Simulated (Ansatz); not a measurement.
# B2H6OSi: rigid scan of one bond length, by script

A script is to give a rigid scan of one bond length; the system is B2H6OSi.

Computed with Ansatz 0.2.0, driven from Python. Level of theory: r2SCAN0/cc-pVDZ.

### 1 Starting point

Bond lengths: B1–Si2 1.883 Å, Si2–B3 1.930 Å, B3–O4 1.410 Å, B1–H5 1.180 Å, B1–H6 1.256 Å, Si2–H7 1.479 Å, Si2–H8 1.494 Å, B3–H9 1.237 Å, O4–H10 0.922 Å. Angles: B1–Si2–B3 107.7°, B1–Si2–H7 111.5°, B1–Si2–H8 110.9°, B3–Si2–H7 109.3°, B3–Si2–H8 110.4°, H7–Si2–H8 107.2°, Si2–B1–H5 123.9°, Si2–B1–H6 119.8°, H5–B1–H6 116.1°, Si2–B3–O4 122.5°, Si2–B3–H9 117.3°, O4–B3–H9 120.1°, B3–O4–H10 109.9°.

The script holds or builds the structure itself.

### 2 The code

Input file b2h6osi_scan.py:

```python
'''Stretching a bond of B2H6OSi, the rest held rigid.'''

import ansatz
import matplotlib.pyplot as plt
import numpy as np

config = {
    'basis_set': 'cc-pVDZ',
    'xc': 'R2SCAN0',
}

mol = (
    ansatz.Crystal.molecule()
    .atom('B', (-1.4829, 0.9772, 0.2762))
    .atom('Si', (0.3824, 0.7492, 0.1521))
    .atom('B', (0.7418, -1.1472, 0.1561))
    .atom('O', (0.3054, -2.0042, -0.8757))
    .atom('H', (-2.2551, 0.0852, 0.308))
    .atom('H', (-1.9731, 2.1332, 0.266))
    .atom('H', (0.9189, 1.3454, -1.0906))
    .atom('H', (1.0772, 1.4125, 1.2961))
    .atom('H', (1.4447, -1.5891, 1.0735))
    .atom('H', (0.9238, -2.0134, -1.5589))
)

symbols = [site.symbol for site in mol.cartesian_sites]
start = np.array([site.position_ang for site in mol.cartesian_sites])
axis = (start[6] - start[1]) / np.linalg.norm(start[6] - start[1])
moving = [6]
lengths, energies = [1.302, 1.361, 1.42, 1.479, 1.538, 1.597, 1.657, 1.745], []
for length in lengths:
    xyz = start.copy()
    xyz[moving] += (length - np.linalg.norm(start[6] - start[1])) * axis
    point = ansatz.Crystal.molecule()
    for symbol, place in zip(symbols, xyz):
        point = point.atom(symbol, place.tolist())
    model = point.calculation().basis(gaussian=config['basis_set']).functional(config['xc'])
    summary = model.run().report
    energies.append(summary['free_energy_ev'])
    print(f'r = {length:6.3f} A  E = {energies[-1]:.5f} eV  <S^2> = {abs(summary["mean_field"]["state"]["spin_squared"]):.3f}')

# quartic fit about the minimum
fit = np.polynomial.Polynomial.fit(lengths, np.array(energies) - min(energies), 4).convert()
roots = [r.real for r in fit.deriv().roots() if abs(r.imag) < 1e-9 and fit.deriv(2)(r.real) > 0]
r_e = min(roots, key=lambda r: abs(r - lengths[int(np.argmin(energies))]))
print(f'minimum of the fit at {r_e:.4f} A, force constant {fit.deriv(2)(r_e):.2f} eV/A^2')
plt.figure(figsize=(4.5, 3))
plt.plot(lengths, np.array(energies) - min(energies), 'o-')
plt.xlabel('bond length (A)')
plt.ylabel('E - E(min) (eV)')
plt.tight_layout()
plt.savefig('scan.png', dpi=100)
```

### 3 The calls as engine input

The package turns the script's settings into the engine's input (first run):

```yaml
crystal:
  periodic: [false, false, false]
  atoms:
    - { symbol: B, position_ang: [-1.4829, 0.9772, 0.2762] }
    - { symbol: Si, position_ang: [0.3824, 0.7492, 0.1521] }
    - { symbol: B, position_ang: [0.7418, -1.1472, 0.1561] }
    - { symbol: O, position_ang: [0.3054, -2.0042, -0.8757] }
    - { symbol: H, position_ang: [-2.2551, 0.0852, 0.308] }
    - { symbol: H, position_ang: [-1.9731, 2.1332, 0.266] }
    - { symbol: H, position_ang: [0.854678035205584, 1.274031620856606, -0.9418420584342575] }
    - { symbol: H, position_ang: [1.0772, 1.4125, 1.2961] }
    - { symbol: H, position_ang: [1.4447, -1.5891, 1.0735] }
    - { symbol: H, position_ang: [0.9238, -2.0134, -1.5589] }
basis:
  gaussian:
    orbitals: cc-pVDZ
hamiltonian:
  xc: r2scan0
```

### 4 Launch

On the command line:

```
> python b2h6osi_scan.py
```

**Question.** What results will this script give? Wanted: range of energy; lowest point, distance.

The runs gave:

```
                        quantity     value
bond length at the fit's minimum  1.5042 Å
                   runs compared         8
                 range of energy  0.465 eV
      lowest point, distance (Å)      1.48
```

**Reading.** The curve has its lowest point inside the range, at 1.48. The ends stand 0.465 and 0.348 eV above it. The distance scanned is the script's pair 1, 6. The rest of the molecule is held rigid at a force-field or estimated start geometry, and the basis set is modest; single-reference methods fail as a bond breaks. The orbitals are restricted, so S² is zero by construction.
